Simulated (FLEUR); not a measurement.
A run of FLEUR MaX-R8.1 (later development tree) is set up as follows.

File inp.xml:

```xml
<?xml version="1.0" encoding="UTF-8" standalone="no"?>
<fleurInput fleurInputVersion="0.39">
   <comment>
      IrRu                                                                                                
   </comment>
   <calculationSetup>
      <cutoffs Kmax="4.41" Gmax="13.7" GmaxXC="13.7" numbands="0"/>
      <scfLoop itmax="60" minDistance="0.00001" maxIterBroyd="15" imix="Anderson" alpha="0.05" precondParam="0.0" spinf="2.0" sdNocoIR="T"/>
      <coreElectrons ctail="T" frcor="F" kcrel="0" coretail_lmax="0"/>
      <xcFunctional name="PBEs" relativisticCorrections="F"/>
      <magnetism jspins="1"/>
      <soc l_soc="F" theta="0.0" phi="0.0" spav="F"/>
      <expertModes spex="0" secvar="F"/>
      <geometryOptimization l_f="T" forcealpha="1.0" forcemix="BFGS" epsdisp="0.0005" epsforce="0.0002"/>
      <ldaU l_linMix="F" mixParam="0.05" spinf="1.0"/>
   </calculationSetup>
   <cell>
      <bzIntegration valenceElectrons="47.0" mode="hist" fermiSmearingEnergy="0.00183747">
         <kPointListSelection listName="default-1"/>
         <!-- k-points included here -->
         <xi:include xmlns:xi="http://www.w3.org/2001/XInclude" href="kpts.xml"> </xi:include>
      </bzIntegration>
      <!-- symmetry operations included here -->
      <xi:include xmlns:xi="http://www.w3.org/2001/XInclude" href="sym.xml"> </xi:include>
      <bulkLattice scale="1.0">
         <bravaisMatrix>
            <row-1>    5.1493356626469042     0.0000000000000000     0.0000000000000000</row-1>
            <row-2>   -2.5746678313234521     4.4594554964695678     0.0000000000000000</row-2>
            <row-3>    0.0000000000000000     0.0000000000000000     8.1838324767443051</row-3>
         </bravaisMatrix>
      </bulkLattice>
   </cell>
   <atomSpecies>
      <species name="Iridium (Ir)" element="Ir" atomicNumber="77">
         <mtSphere radius="2.33" gridPoints="783" logIncrement="0.017"/>
         <atomicCutoffs lmax="9" lnonsphr="9"/>
         <electronConfig flipSpins="F">
            <coreConfig>(1s1/2) (2s1/2) (2p1/2) (2p3/2) (3s1/2) (3p1/2) (3p3/2) (4s1/2) (3d3/2) (3d5/2) (4p1/2) (4p3/2) (4d3/2) (4d5/2)</coreConfig>
            <valenceConfig>(4f5/2) (4f7/2) (5s1/2) (5p1/2) (5p3/2) (6s1/2) (5d3/2) (5d5/2)</valenceConfig>
            <stateOccupation state="(5d3/2)" spinUp="1.400000" spinDown="1.400000"/>
            <stateOccupation state="(5d5/2)" spinUp="2.100000" spinDown="2.100000"/>
         </electronConfig>
         <energyParameters s="6" p="6" d="5" f="5"/>
         <lo type="SCLO" l="0" n="5" eDeriv="0"/>
         <lo type="SCLO" l="0" n="5" eDeriv="1"/>
         <lo type="SCLO" l="1" n="5" eDeriv="0"/>
         <lo type="SCLO" l="1" n="5" eDeriv="1"/>
         <lo type="SCLO" l="3" n="4" eDeriv="0"/>
         <lo type="SCLO" l="3" n="4" eDeriv="1"/>
         <lo type="SCLO" l="2" n="5" eDeriv="2"/>
      </species>
      <species name="Ruthenium (Ru)" element="Ru" atomicNumber="44">
         <mtSphere radius="2.22" gridPoints="745" logIncrement="0.017"/>
         <atomicCutoffs lmax="9" lnonsphr="9"/>
         <electronConfig flipSpins="F">
            <coreConfig>(1s1/2) (2s1/2) (2p1/2) (2p3/2) (3s1/2) (3p1/2) (3p3/2) (3d3/2) (3d5/2)</coreConfig>
            <valenceConfig>(4s1/2) (4p1/2) (4p3/2) (5s1/2) (4d3/2) (4d5/2)</valenceConfig>
            <stateOccupation state="(5s1/2)" spinUp="0.500000" spinDown="0.500000"/>
            <stateOccupation state="(4d3/2)" spinUp="1.400000" spinDown="1.400000"/>
            <stateOccupation state="(4d5/2)" spinUp="2.100000" spinDown="2.100000"/>
         </electronConfig>
         <energyParameters s="5" p="5" d="4" f="4"/>
         <lo type="SCLO" l="0" n="4" eDeriv="0"/>
         <lo type="SCLO" l="1" n="4" eDeriv="0"/>
         <lo type="SCLO" l="1" n="4" eDeriv="1"/>
         <lo type="SCLO" l="2" n="4" eDeriv="2"/>
         <lo type="SCLO" l="3" n="4" eDeriv="2"/>
      </species>
   </atomSpecies>
   <atomGroups>
      <atomGroup species="Iridium (Ir)">
         <relPos label="                   1">.0021400000 -.0009610000 .4928450000</relPos>
         <force calculate="T" relaxXYZ="TTT"/>
      </atomGroup>
      <atomGroup species="Ruthenium (Ru)">
         <relPos label="                   2">-.3537010000 .3141560000 -.0057200000</relPos>
         <force calculate="T" relaxXYZ="TTT"/>
      </atomGroup>
   </atomGroups>
   <output dos="F" band="F" slice="F">
      <checks vchk="F" cdinf="F"/>
      <bandDOS minEnergy="-.5*Htr" maxEnergy="0.5*Htr" sigma="0.015" storeEVData="T"/>
      <vacuumDOS vacdos="F" integ="F" star="F" nstars="0" locx1="0.0" locy1="0.0" locx2="0.0" locy2="0.0" nstm="0" tworkf="0.0"/>
      <unfoldingBand unfoldBand="F" supercellX="1" supercellY="1" supercellZ="1"/>
      <plotting iplot="0" polar="F">
         <plot TwoD="T" vec1="  1.0  0.0  0.0" vec2="  0.0  1.0  0.0" vec3="  0.0  0.0  1.0" zero="  0.0  0.0  0.0" file="plot"/>
      </plotting>
      <chargeDensitySlicing numkpt="0" minEigenval="0.0" maxEigenval="0.0" nnne="0" pallst="F"/>
      <specialOutput eonly="F"/>
      <moessbauerParams electricFieldGradient="T" isomerShift="T" coreHyperfine="T" valenceHyperfine="T"/>
      <magneticCircularDichroism mcd="F" energyLo="-10.0" energyUp="0.0"/>
   </output>
  <!-- We include the file relax.xml here to enable relaxations (see documentation) -->
  <xi:include xmlns:xi="http://www.w3.org/2001/XInclude" href="relax.xml"> <xi:fallback/> </xi:include>
</fleurInput>
```

File crystal.txt:

```
IrRu
&input cartesian=F /
2.7249110840  0.0000000000  0.0000000000
-1.3624555420  2.3598422218  0.0000000000
0.0000000000  0.0000000000  4.3306976446
1.8897261246
1.0 1.0 1.0

2
77 0.0021400000  -0.0009610000  0.4928450000
44 0.6462990000  0.3141560000  -0.0057200000

&kpt div1=11 div2=11 div3=6 gamma=T /
```

Potentials or basis: all-electron, FLAPW.

The run is started by

```bash
$ inpgen -f crystal.txt -profile fastHighL
$ # inp.xml edited to the form shown
$ fleur_MPI
```

Predict the band gap on the k mesh.

none (metal or under the smearing width).

What does it give for the largest force?

0.404 eV/Å.

Forces in eV/Å, atoms in the order of the input:
```
Ir  -0.250 -0.309  0.072
Ru   0.250  0.309 -0.072
```

Spin-orbit coupling is left out, which matters for the levels of Ir.
